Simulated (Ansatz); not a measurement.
# InSe: the cost of one run

Program: Ansatz 0.2.0. Level of theory: DFT PBE+D3(BJ), scalar-relativistic, plane waves, PAW. These are calculated values, not measurements.

2 further runs of the same task are left out: 2 set aside as unsound or not needed.

**1. The system as given**

It takes space group P6_3/mmc (No. 194, hexagonal). Conventional cell: a = 4.032 Å, b = 4.032 Å, c = 16.762 Å, α = 90.00°, β = 90.00°, γ = 120.00°. In (site symmetry 3m) is surrounded by 3 Se at 2.66 Å and 1 In at 2.79 Å. Around Se (site symmetry 3m) lie 3 In at 2.66 Å.

Structure file:

```xyz
8
Lattice="4.0318 0.0000 0.0000 -2.0159 3.4916 0.0000 0.0000 0.0000 16.7624" Properties=species:S:1:pos:R:3 pbc="T T T"
In    0.0000    2.3277    2.7936
In    2.0159    1.1639   11.1748
In    0.0000    2.3277    5.5876
In    2.0159    1.1639   13.9688
Se    0.0000    2.3277    9.8876
Se    2.0159    1.1639    1.5065
Se    0.0000    2.3277   15.2559
Se    2.0159    1.1639    6.8747
```

This cell was relaxed beforehand with the same method: volume 29.50 Å³/atom, gap on the mesh 0.37 eV.

**2. Relaxing to 0.001 eV/Å**

The response runs start from a cell at rest, found with their own mesh and filling of the bands.

Contents of input.yaml:

```yaml
crystal:
  lattice:
    - [4.031771492, 0.0, 0.0]
    - [-2.015885746, 3.4916165343, 0.0]
    - [0.0, 0.0, 16.7623716178]
  atoms:
    - { symbol: In, position: [0.3333333333, 0.6666666667, 0.1666581953] }
    - { symbol: In, position: [0.6666666667, 0.3333333333, 0.6666581953] }
    - { symbol: In, position: [0.3333333333, 0.6666666667, 0.3333418047] }
    - { symbol: In, position: [0.6666666667, 0.3333333333, 0.8333418047] }
    - { symbol: Se, position: [0.3333333333, 0.6666666667, 0.5898711345] }
    - { symbol: Se, position: [0.6666666667, 0.3333333333, 0.0898711345] }
    - { symbol: Se, position: [0.3333333333, 0.6666666667, 0.9101288655] }
    - { symbol: Se, position: [0.6666666667, 0.3333333333, 0.4101288655] }
basis:
  ecutwfc: 420
kpoints:
  mp_grid: { grid: [12, 12, 2] }
hamiltonian:
  xc: pbe
  dispersion: d3bj
scf:
  occupations: { method: fixed }
output:
  forces: true
  stress: true
  eigenvalues: true
relax:
  adjacent_minimum: "off"
  f_tol: 0.001
  max_steps: 60
  cell: { stress_tol: 0.01 }
```

The run is started by

```
ansatz run input.yaml --threads 4 --pin off --max-ram 10240MiB --backend cpu --events-out ev --progress --plain --runs-dir out
```

**Question.** How long does this run take on 4 threads of AMD EPYC (Zen 3), shared host, and how much memory does it need?

About 63 s, with a peak of 0.99 GiB.
